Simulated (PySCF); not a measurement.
# [Hf2O3]2+: other functionals and bases at one geometry

The task here is to estimate one member of a computed series from the others.

Method: several levels, as the steps say, no spin–orbit coupling; program: PySCF 2.14.0.

3 further runs of the same task are left out: 2 for a known fault of the program, 1 that didn't finish. Runs told in other sessions of the task aren't counted.

## Where the work starts

5 atoms, charge 2, spin multiplicity 1.

Bond lengths: Hf1–Hf2 2.631 Å, Hf1–O3 1.940 Å, Hf1–O4 1.940 Å, Hf1–O5 1.940 Å, Hf2–O3 1.940 Å, Hf2–O4 1.940 Å, Hf2–O5 1.940 Å. Angles: Hf2–Hf1–O3 47.3°, Hf2–Hf1–O4 47.3°, Hf2–Hf1–O5 47.3°, O3–Hf1–O4 79.0°, O3–Hf1–O5 79.0°, O4–Hf1–O5 79.0°, Hf1–Hf2–O3 47.3°, Hf1–Hf2–O4 47.3°, Hf1–Hf2–O5 47.3°, O3–Hf2–O4 79.0°, O3–Hf2–O5 79.0°, O4–Hf2–O5 79.0°, Hf1–O3–Hf2 85.4°, Hf1–O4–Hf2 85.4°, Hf1–O5–Hf2 85.4°.

Coordinates:

| atom | x (Å) | y (Å) | z (Å) |
| --- | --- | --- | --- |
| Hf1 | 0.00000 | 0.00000 | 1.31574 |
| Hf2 | 0.00000 | 0.00000 | -1.31574 |
| O3 | 1.42528 | -0.00003 | 0.00000 |
| O4 | -0.71261 | 1.23434 | 0.00000 |
| O5 | -0.71267 | -1.23431 | 0.00000 |

Formal oxidation states: Hf +4. An earlier session relaxed this geometry at PBE0, Hf def2-SVP with ECP60, O def2-SVP (singlet, point group D3h).

At PBE0 on the finer grid: E = -320.808194 Eh, HOMO -18.15 eV, LUMO -12.28 eV, Mulliken charge on Hf1 +1.67 e, largest force component 0.018 eV/Å. 

Levels to run: TPSS; B3LYP; M06-L; BLYP; PBE0, TZVP; PBE0, x2c-SVP. Hardware: 2 threads of Arm Neoverse V1, shared host.

The first run:

The input, run.py (the lines that set the calculation):

```python
mol = gto.M(atom='''
Hf     0.00000     0.00000     1.31574
Hf     0.00000     0.00000    -1.31574
O      1.42528    -0.00003     0.00000
O     -0.71261     1.23434     0.00000
O     -0.71267    -1.23431     0.00000''',
    basis={'Hf': 'def2-SVP', 'O': 'def2-SVP'},
    ecp={'Hf': 'def2-SVP'},
    charge=2, spin=0)
mf = dft.RKS(mol, xc='TPSS')
mf.grids.atom_grid = (75, 302)
mf = mf.density_fit()  # fitting sets: Hf def2-universal-JKFIT, O def2-universal-JKFIT
mf.conv_tol = 1e-08; mf.max_cycle = 55
mf.kernel(dm0)  # dm0: the density of the relaxed state
```

Launch:

```bash
> OMP_NUM_THREADS=2 python run.py
```

Among the steps run: TPSS; B3LYP; M06-L; BLYP; PBE0, TZVP; PBE0, x2c-SVP.

One of the session's tables, all rows but one given; the rest of the session is left out.

```
              level  HOMO (eV)  gap (eV)  charge on Hf1 (e)  largest force component (eV/Å)
PBE0 (relaxed here)     -18.15      5.87               1.67                            0.02
               TPSS     -16.74      3.71               1.61                            0.94
              B3LYP     -17.90      5.33               1.64                            0.83
              M06-L     -16.77      4.02               1.76                            0.59
               BLYP          ?         ?                  ?                               ?
         PBE0, TZVP     -18.02      5.82               1.71                            0.70
      PBE0, x2c-SVP     -18.40      5.74               1.74                            1.98
```

Estimate the missing values for BLYP.

The run gave: HOMO (eV): -16.63; gap (eV): 3.46; charge on Hf1 (e): 1.53; largest force component (eV/Å): 1.65. In the column «HOMO (eV)» it is the highest.

In one basis the HOMO–LUMO gap runs from 3.46 eV (BLYP) to 5.87 eV (PBE0). The largest leftover force, 1.98 eV/Å with PBE0, x2c-SVP, stands at a geometry relaxed at another level. Total energies of different levels can't be compared.
